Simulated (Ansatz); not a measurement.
# CH9NSi2: the cost of one run

Method: UKS revPBE/6-31G, in Ansatz 0.2.0.

### Step 1. The system as given

Bond lengths: Si1–Si2 2.589 Å, Si1–N3 1.746 Å, Si1–H5 1.473 Å, Si1–C6 1.900 Å, Si2–H7 1.467 Å, Si2–H8 1.468 Å, Si2–H9 1.483 Å, N3–H10 1.008 Å, C6–H11 1.086 Å, C6–H12 1.087 Å, C6–H13 1.086 Å. Angles (14 of 19 angles, heavy atoms first): Si2–Si1–N3 79.6°, Si2–Si1–C6 119.0°, N3–Si1–C6 109.0°, Si1–Si2–H7 109.1°, Si1–Si2–H8 117.5°, Si1–Si2–H9 113.7°, Si2–Si1–H5 119.4°, N3–Si1–H5 117.9°, H5–Si1–C6 109.0°, Si1–N3–H10 125.2°, Si1–C6–H11 111.1°, Si1–C6–H12 112.3°, Si1–C6–H13 110.8°, H7–Si2–H8 105.7°.

Structure file:

```xyz
13

Si   -0.8317    0.1355    0.0394
Si    1.2035   -0.9204    1.2422
N    -0.3242   -1.0252   -1.1624
H     0.5939   -1.6058   -0.4022
H    -2.1758   -0.0195    0.6216
C    -0.6691    1.8858   -0.6823
H     2.4271   -0.5749    0.5101
H     1.4486   -0.5261    2.6346
H     1.1434   -2.3996    1.3291
H    -0.9277   -1.6932   -1.6156
H     0.3453    2.2590   -0.5786
H    -1.3307    2.5961   -0.1931
H    -0.9027    1.8883   -1.7428
```

### Step 2. Run 1

150 steps of 0.5 fs at constant energy, with velocities drawn for 600 K.

The input, input.yaml:

```yaml
crystal:
  periodic: [false, false, false]
  atoms:
    - { symbol: Si, position_ang: [-0.8317, 0.1355, 0.0394] }
    - { symbol: Si, position_ang: [1.2035, -0.9204, 1.2422] }
    - { symbol: "N", position_ang: [-0.3242, -1.0252, -1.1624] }
    - { symbol: H, position_ang: [0.5939, -1.6058, -0.4022] }
    - { symbol: H, position_ang: [-2.1758, -0.0195, 0.6216] }
    - { symbol: C, position_ang: [-0.6691, 1.8858, -0.6823] }
    - { symbol: H, position_ang: [2.4271, -0.5749, 0.5101] }
    - { symbol: H, position_ang: [1.4486, -0.5261, 2.6346] }
    - { symbol: H, position_ang: [1.1434, -2.3996, 1.3291] }
    - { symbol: H, position_ang: [-0.9277, -1.6932, -1.6156] }
    - { symbol: H, position_ang: [0.3453, 2.259, -0.5786] }
    - { symbol: H, position_ang: [-1.3307, 2.5961, -0.1931] }
    - { symbol: H, position_ang: [-0.9027, 1.8883, -1.7428] }
magnetization:
  spin_polarized: true
basis:
  gaussian: { orbitals: "6-31G" }
hamiltonian:
  xc: revpbe
md:
  timestep: 0.5
  n_steps: 150
  ensemble: nve
  temperature: 600.0
  initial_velocities: maxwell_boltzmann
  seed: 621300
```

Launch:

```console
$ ansatz run input.yaml --threads 1 --pin off --max-ram 2048MiB --backend cpu --events-out ev --progress --plain --runs-dir out
```

What time and memory should one allow on 1 thread of Intel Xeon at 2.70GHz, shared host?

About 13 min, with a peak of 0.15 GiB.
